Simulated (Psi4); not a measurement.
# GeH3F (fluorogermane): MP3/aug-cc-pVDZ (density fitting for correlation)

What is the energy change on altering one bond length of GeH3F (fluorogermane) at MP3/aug-cc-pVDZ (density fitting for correlation)? 

The results are computed with Psi4 1.11.

## (1) The molecule

The species is GeH3F (5 atoms), meant as a singlet with charge 0. As SMILES, `[F][GeH3]`. Geometry: relaxed at PBE0-D4/def2-TZVP.

Bond lengths: F1–Ge2 1.742 Å, Ge2–H3 1.533 Å, Ge2–H4 1.533 Å, Ge2–H5 1.533 Å. Angles: F1–Ge2–H3 106.2°, F1–Ge2–H4 106.2°, F1–Ge2–H5 106.3°, H3–Ge2–H4 112.5°, H3–Ge2–H5 112.5°, H4–Ge2–H5 112.5°.

## (2) A single-point energy at MP3/aug-cc-pVDZ (density fitting for correlation)

Contents of input.inp:

```
memory 1600 mb

molecule {
  0 1
  F     -1.046500     0.474300     1.162200
  Ge     0.068200    -0.041600    -0.072800
  H      1.331000    -0.512000     0.658600
  H     -0.627800    -1.178000    -0.831200
  H      0.325100     1.183600    -0.958100
}

set basis aug-cc-pVDZ
set scf_type pk
set mp_type df

energy("mp3")
print_variables()
```

The run is started by

```sh
psi4 input.inp input.out -n 1
```

input.out:

```text
[...]
  Running in c1 symmetry.
[...]
  Nuclear repulsion =  126.699029936138061
[...]
  Multiplicity = 1
[...]
  Nalpha       = 22
  Nbeta        = 22
[...]
    Number of basis functions: 86
[...]
   @RHF iter   1: -2175.96580233110490   -3.86406e+00   1.33136e-02 DIIS/ADIIS
[...]
   @RHF iter  10: -2176.55824741004380   -4.82032e-11   7.09365e-09 DIIS
[...]
    Orbital Energies [Eh]
    ---------------------
    Doubly Occupied:
       1A   -405.327127     2A    -52.227030     3A    -46.316416
       4A    -46.315865     5A    -46.315864     6A    -26.268042
       7A     -7.247729     8A     -5.224312     9A     -5.221956
      10A     -5.221956    11A     -1.704762    12A     -1.690849
      13A     -1.690848    14A     -1.686006    15A     -1.686005
      16A     -1.531062    17A     -0.765679    18A     -0.627982
      19A     -0.627981    20A     -0.607001    21A     -0.486226
      22A     -0.486193
[...]
  @RHF Final Energy: -2176.55824741004380
   => Energetics <=
    Nuclear Repulsion Energy =            126.6990299361380607
    One-Electron Energy =               -3287.9607747531968016
    Two-Electron Energy =                 984.7034974070145381
    Total Energy =                      -2176.5582474100438048
[...]
 Multipole Moments:
 ------------------------------------------------------------------------------------
     Multipole            Electronic (a.u.)      Nuclear  (a.u.)        Total (a.u.)
 ------------------------------------------------------------------------------------
 L = 1.  Multiply by 2.5417464519 to convert [e a0] to [Debye]
 Dipole X            :          0.3794613            0.2320869            0.6115482
 Dipole Y            :         -0.1750277           -0.1077987           -0.2828264
 Dipole Z            :         -0.4208583           -0.2568343           -0.6776926
 Magnitude           :                                                    0.9556408
[...]
	DF-MP2 Total Energy (a.u.)         : -2176.91556458137939
[...]
	DF-MP3 Total Energy (a.u.)         : -2176.92767387617550
[...]
```

Wall time 5.1 s (1 thread of AMD EPYC 9R45 (Zen 5), shared host); peak memory 0.49 GiB.

## (3) The distorted shape at the same level

Contents of job.json:

```json
{
  "schema_name": "qcschema_input",
  "schema_version": 1,
  "molecule": {
    "schema_name": "qcschema_molecule",
    "schema_version": 2,
    "symbols": ["F", "Ge", "H", "H", "H"],
    "geometry": [-1.84609424, 1.11101156, 2.33953385, 0.26038347, 0.13610185, 0.00572209, 2.64672962, -0.75282531, 1.38786778, -1.18637006, -2.22609737, -1.57074035, 0.74585411, 2.4513943, -1.66725245],
    "molecular_charge": 0,
    "molecular_multiplicity": 1
  },
  "driver": "energy",
  "model": {
    "method": "mp3",
    "basis": "aug-cc-pVDZ"
  },
  "keywords": {
    "scf_type": "pk",
    "mp_type": "df"
  }
}
```

The run is started by

```sh
psi4 --qcschema job.json -n 1 --memory 1600MB
```

stdout:

```text
[...]
  Running in c1 symmetry.
[...]
  Nuclear repulsion =  125.595866017708303
[...]
  Multiplicity = 1
[...]
  Nalpha       = 22
  Nbeta        = 22
[...]
    Number of basis functions: 86
[...]
   @RHF iter   1: -2175.94352811751696   -3.93579e+00   1.32767e-02 DIIS/ADIIS
[...]
   @RHF iter  10: -2176.55128752222117   -5.63887e-11   8.05803e-09 DIIS
[...]
    Orbital Energies [Eh]
    ---------------------
    Doubly Occupied:
       1A   -405.335472     2A    -52.234424     3A    -46.323880
       4A    -46.323509     5A    -46.323271     6A    -26.271266
       7A     -7.254007     8A     -5.230569     9A     -5.228214
      10A     -5.228113    11A     -1.710605    12A     -1.696867
      13A     -1.696676    14A     -1.692351    15A     -1.692047
      16A     -1.534025    17A     -0.760663    18A     -0.630798
      19A     -0.629052    20A     -0.605198    21A     -0.489037
      22A     -0.468170
[...]
  @RHF Final Energy: -2176.55128752222117
   => Energetics <=
    Nuclear Repulsion Energy =            125.5958660177083033
    One-Electron Energy =               -3285.5778733617667058
    Two-Electron Energy =                 983.4307198218371013
    Total Energy =                      -2176.5512875222211733
[...]
 Multipole Moments:
 ------------------------------------------------------------------------------------
     Multipole            Electronic (a.u.)      Nuclear  (a.u.)        Total (a.u.)
 ------------------------------------------------------------------------------------
 L = 1.  Multiply by 2.5417464519 to convert [e a0] to [Debye]
 Dipole X            :          0.4944938            0.1613631            0.6558570
 Dipole Y            :          0.0154823           -0.2232734           -0.2077911
 Dipole Z            :         -0.2926678           -0.3338988           -0.6265666
 Magnitude           :                                                    0.9305435
[...]
	DF-MP2 Total Energy (a.u.)         : -2176.90845316825425
[...]
	DF-MP3 Total Energy (a.u.)         : -2176.92087692075074
[...]
```

The result, in JSON:

```text
{
 "driver": "energy",
 "model": {
  "method": "mp3",
  "basis": "aug-cc-pVDZ"
 },
 "success": true,
 "return_result": -2176.9208769207507,
 "properties": {
  "calcinfo_nbasis": 86,
  "calcinfo_nmo": 86,
  "calcinfo_nalpha": 22,
  "calcinfo_nbeta": 22,
  "calcinfo_natom": 5,
  "nuclear_repulsion_energy": 125.5958660177083,
  "return_energy": -2176.9208769207507,
  "scf_one_electron_energy": -3285.5778733617667,
  "scf_two_electron_energy": 983.4307198218371,
  "scf_dipole_moment": [0.655856973298222, -0.20779114907995577, -0.6265665748570619],
  "scf_total_energy": -2176.551287522221,
  "scf_iterations": 10,
  "mp2_singles_energy": 0.0,
  "mp2_doubles_energy": -0.35716564603308143,
  "mp2_correlation_energy": -0.35716564603308143,
  "mp2_total_energy": -2176.9084531682543
 }
}
```

Wall time 5.1 s (1 thread of AMD EPYC 9R45 (Zen 5), shared host); peak memory 0.49 GiB.

## (4) What came out

Level: MP3/aug-cc-pVDZ (density fitting for correlation).

```
                                                          quantity           value
                                         first shape: total energy  -2176.92767 Eh
                  first shape: HOMO energy (Hartree–Fock orbitals)       -13.23 eV
                  first shape: LUMO energy (Hartree–Fock orbitals)         1.01 eV
                first shape: HOMO–LUMO gap (Hartree–Fock orbitals)        14.24 eV
                                   first shape: correlation energy      -369.4 mEh
                                     distorted shape: total energy  -2176.92088 Eh
              distorted shape: HOMO energy (Hartree–Fock orbitals)       -12.74 eV
              distorted shape: LUMO energy (Hartree–Fock orbitals)         0.99 eV
            distorted shape: HOMO–LUMO gap (Hartree–Fock orbitals)        13.73 eV
                               distorted shape: correlation energy      -369.6 mEh
energy change with the Ge2–H4 bond stretched from 1.533 to 1.687 Å        0.185 eV
```

What this shows: With the Ge2–H4 bond stretched from 1.533 to 1.687 Å the energy rises by 0.18 eV (17.8 kJ/mol). The first shape isn't relaxed at this level, so the change isn't measured from a minimum.
